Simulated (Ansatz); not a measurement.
# Al2ClH5Si2: a ladder of functionals and wavefunction methods

One table from this session's results is given with a row withheld; the runs are named, their logs left out.

Computed with Ansatz 0.2.0, Gaussian basis. Level: functionals in def2-TZVPP, the program's frozen cores in correlated methods.

Plan: LDA (SPW92), PBE-D4, revPBE-D4, BLYP-D4, r2SCAN-D4, B97M-V, PBE0-D4, B3LYP-D4, r2SCANh-D4, r2SCAN0-D4, HSE06-D4, BHLYP-D4, CAM-B3LYP-D4, LC-ωPBE, ωB97X-V, ωB97M-V, B2PLYP, PBE-QIDH; CCSD(T)/def2-SVP; CCSD(T)/def2-TZVPP; MP2/def2-QZVPP; extrapolation to the limit; RPA on PBE.

## The geometry

The geometry comes from an earlier relaxation with PBE0-D4 in a triple-zeta def2 set; it is a stationary point, not always the lowest conformer.

SMILES `[Cl][AlH][Al]1[SiH2][SiH2]1`, 10 atoms, charge 0, spin multiplicity 1.

Atoms are counted from 1 here; the program's logs count them from 0.

Bond lengths: Cl1–Al2 2.109 Å, Al2–Al3 2.561 Å, Al2–H6 1.584 Å, Al3–Si4 2.432 Å, Al3–Si5 2.430 Å, Si4–Si5 2.320 Å, Si4–H7 1.488 Å, Si4–H8 1.495 Å, Si5–H9 1.488 Å, Si5–H10 1.496 Å. Angles: Cl1–Al2–Al3 114.6°, Cl1–Al2–H6 116.4°, Al3–Al2–H6 129.0°, Al2–Al3–Si4 151.4°, Al2–Al3–Si5 151.6°, Si4–Al3–Si5 57.0°, Al3–Si4–Si5 61.5°, Al3–Si4–H7 138.2°, Al3–Si4–H8 101.4°, Si5–Si4–H7 127.3°, Si5–Si4–H8 107.9°, H7–Si4–H8 110.9°, Al3–Si5–Si4 61.5°, Al3–Si5–H9 138.5°, Al3–Si5–H10 101.0°, Si4–Si5–H9 127.8°, Si4–Si5–H10 107.4°, H9–Si5–H10 110.8°.

The first run:

in.yaml

```yaml
crystal:
  periodic: [false, false, false]
  atoms:
    - {symbol: Cl, position_ang: [-3.781484, 0.484858, 2.054217]}
    - {symbol: Al, position_ang: [-1.717887, 0.433947, 2.488051]}
    - {symbol: Al, position_ang: [-0.208052, 0.066708, 0.452060]}
    - {symbol: Si, position_ang: [0.729448, -1.359153, -1.280279]}
    - {symbol: Si, position_ang: [1.306343, 0.887819, -1.261886]}
    - {symbol: H, position_ang: [-1.312925, 0.626722, 4.007264]}
    - {symbol: H, position_ang: [1.647665, -2.525819, -1.378940]}
    - {symbol: H, position_ang: [-0.443394, -1.525829, -2.192333]}
    - {symbol: H, position_ang: [1.286613, 1.842925, -2.402645]}
    - {symbol: H, position_ang: [2.576774, 1.016723, -0.482509]}
basis:
  gaussian: {orbitals: def2-TZVPP}
hamiltonian: {xc: lda}
output: {orbitals: {seedname: orbitals}}
```

Steps of the session up to this table: LDA; PBE-D4 (GGA); revPBE-D4 (GGA); BLYP-D4 (GGA); r2SCAN-D4 (meta-GGA); B97M-V (meta-GGA); PBE0-D4 (hybrid); B3LYP-D4 (hybrid); r2SCANh-D4 (hybrid); r2SCAN0-D4 (hybrid); HSE06-D4 (hybrid); BHLYP-D4 (hybrid); CAM-B3LYP-D4 (range-separated); LC-ωPBE (range-separated); ωB97X-V (range-separated); ωB97M-V (range-separated); B2PLYP (double hybrid); PBE-QIDH (double hybrid).

One table of the session follows, with a row left open; its other results are not shown here.

It belongs to the step «Frontier levels by functional». 

| functional | HOMO (eV) | LUMO (eV) | gap (eV) |
| --- | --- | --- | --- |
| LDA (SPW92) | -5.54 | -3.64 | 1.89 |
| PBE-D4 | -5.44 | -3.46 | 1.98 |
| revPBE-D4 | ? | ? | ? |
| BLYP-D4 | -5.25 | -3.24 | 2.01 |
| r2SCAN-D4 | -5.62 | -3.33 | 2.29 |
| B97M-V | -5.66 | -3.41 | 2.25 |
| PBE0-D4 | -6.29 | -2.73 | 3.56 |
| B3LYP-D4 | -6.10 | -2.83 | 3.27 |
| r2SCANh-D4 | -5.94 | -3.07 | 2.86 |
| r2SCAN0-D4 | -6.41 | -2.68 | 3.73 |
| HSE06-D4 | -5.92 | -3.10 | 2.81 |
| BHLYP-D4 | -7.01 | -1.83 | 5.18 |
| CAM-B3LYP-D4 | -7.37 | -1.65 | 5.71 |
| LC-ωPBE | -8.57 | -0.71 | 7.85 |
| ωB97X-V | -8.29 | -0.79 | 7.51 |
| ωB97M-V | -8.08 | -1.02 | 7.06 |

**Question.** Estimate the row for revPBE-D4.

**Answer.** HOMO (eV): -5.40; LUMO (eV): -3.37; gap (eV): 2.03. In the column «HOMO (eV)» it lies between PBE-D4 (-5.44) and BLYP-D4 (-5.25).
